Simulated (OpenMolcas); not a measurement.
# Ti³⁺ among point charges: CASSCF and CASPT2 levels and susceptibility

Aim: the splitting of the states of Ti³⁺ in the field of 4 point charges, its lowest levels with spin-orbit coupling and its magnetic susceptibility.

Program: OpenMolcas 26.06. Level of theory: state-averaged CASSCF and CASPT2, spin-orbit coupling by RASSI with atomic mean-field integrals. These are calculated values, not measurements, unless marked.

## 1. The atom as given

```
Species                           : Ti³⁺ (titanium, Z = 22, 19 electrons)
Basis                             : ANO-RCC-VTZP [6s5p3d2f1g], 59 functions
Scalar Hamiltonian                : DKH2, point nucleus
Inactive shells                   : 1s 2s 2p 3s 3p
Active space                      : 1 electron in 5 orbitals (3d)
Some configurations of this space : 3d
Orbitals                          : optimised for each spin and parity, averaged over all roots
```

The outer shells:

3d
```
3d [↑ ][  ][  ][  ][  ]
```

The ion sits among 4 point charges of -3 e arranged as a tetrahedron (Td), 2.23 Å from the ion.

The work runs as a chain of OpenMolcas steps in one folder; each step below is one input file. Labels, J, g values, rates, χT and fits are worked out afterwards by a script from the matrices that RASSI stores.

## 2. Basis and integrals

a.inp

```
&GATEWAY
Coord
1

Ti 0.0 0.0 0.0
Basis=ANO-RCC-VTZP
Group=NoSym
NoMove
AngMom=0.0 0.0 0.0
AMFI
XField
4 Angstrom 0
1.287491 1.287491 1.287491 -3.000000
1.287491 -1.287491 -1.287491 -3.000000
-1.287491 1.287491 -1.287491 -3.000000
-1.287491 -1.287491 1.287491 -3.000000
&SEWARD
```

The run is started by

```bash
> OMP_NUM_THREADS=1 MOLCAS_MEM=1689 MOLCAS_PROJECT=a pymolcas a.inp > a.log
```

## 3. Reference wave functions, doublets, 5 roots

a.inp

```
&RASSCF
FileOrb=start.orb
Symmetry=1
Spin=2
nActEl=1 0 0
Inactive=9
Ras2=5
CIRoot=5 5 1
SDav=5
CIMx=300
Iter=120 100
PrWF=0.3
OrbListing=Nothing
MaxOrb=0
>>> COPY $Project.JobIph JOB001
```

start.orb holds the contracted functions of the basis, ordered by shell, or the orbitals of the step before.

## 4. State interaction with spin-orbit coupling

a.inp

```
&RASSI
NrOfJobIphs=1 5
1 2 3 4 5
IphNames
JOB001
EJob
SpinOrbit
DIPRint=1.0
SOCoupling=1000.0
Subsets=2
Property=9
'ANGMOM' 1 'ANGMOM' 2 'ANGMOM' 3 'MLTPL  1' 1 'MLTPL  1' 2 'MLTPL  1' 3
'AMFI' 1 'AMFI' 2 'AMFI' 3
SOProperty=3
'ANGMOM' 1 'ANGMOM' 2 'ANGMOM' 3
```

## 5. CASPT2: IPEA 0.25, imaginary shift 0.1 (closed shells correlated: 3s 3p)

a.inp

```
>>> COPY JOB001 $Project.JobIph
&CASPT2
Multistate=5 1 2 3 4 5
NoMult
Frozen=5
IPEA=0.25
Imaginary=0.1
MaxIter=60
WThr=0.0 0.3 0.05
PrWF=0.5
NoMix
```

(Steps that only read results are left out.)

**Question.** What will these runs give? Wanted: spin-free ground state; first state of the same spin within the active space; lowest level; next level.

As calculated:

| quantity | value |
| --- | --- |
| method | SS-CASPT2, IPEA 0.25, imaginary shift 0.1 (closed shells correlated: 3s 3p) |
| spin-free ground state | 2E, 2-fold in its orbital part |
| first state of the same spin within the active space | 2T2 at 1800 cm⁻¹ |
| lowest level | 4-fold Γ8 |
| next level | 1763.6 cm⁻¹ |
| χT at 300 K | 0.43 cm³ K/mol |
| effective moment at 300 K | 1.86 μB |

Cost by method:

| method | time of its own steps | time with the reference |
| --- | --- | --- |
| A. CASSCF | 2.3 s | 2.3 s |
| B. SS-CASPT2, IPEA 0.25, imaginary shift 0.1, +3s 3p | 1.3 s | 3.6 s |

Times are of one thread on a shared host.

**Reading.** The spin-free ground state (2E) comes to 100 % from free-ion D terms and keeps the highest spin of the shell. χT at 300 K is 0.43, against 0.38 cm³ K/mol for the spin alone, so orbital moment adds to it. A ligand-field fit to the states below 45000 cm-1 gives 10Dq = -1798 cm-1, the gap between the two states. CASPT2 does not keep the components of a term degenerate, and the means are used. An orbital doublet at a regular site is open to a Jahn-Teller distortion, which this geometry leaves out. The field of point charges can differ much from that of real complexes. Point charges carry no covalency, so the field is a model and not that of real ligands.
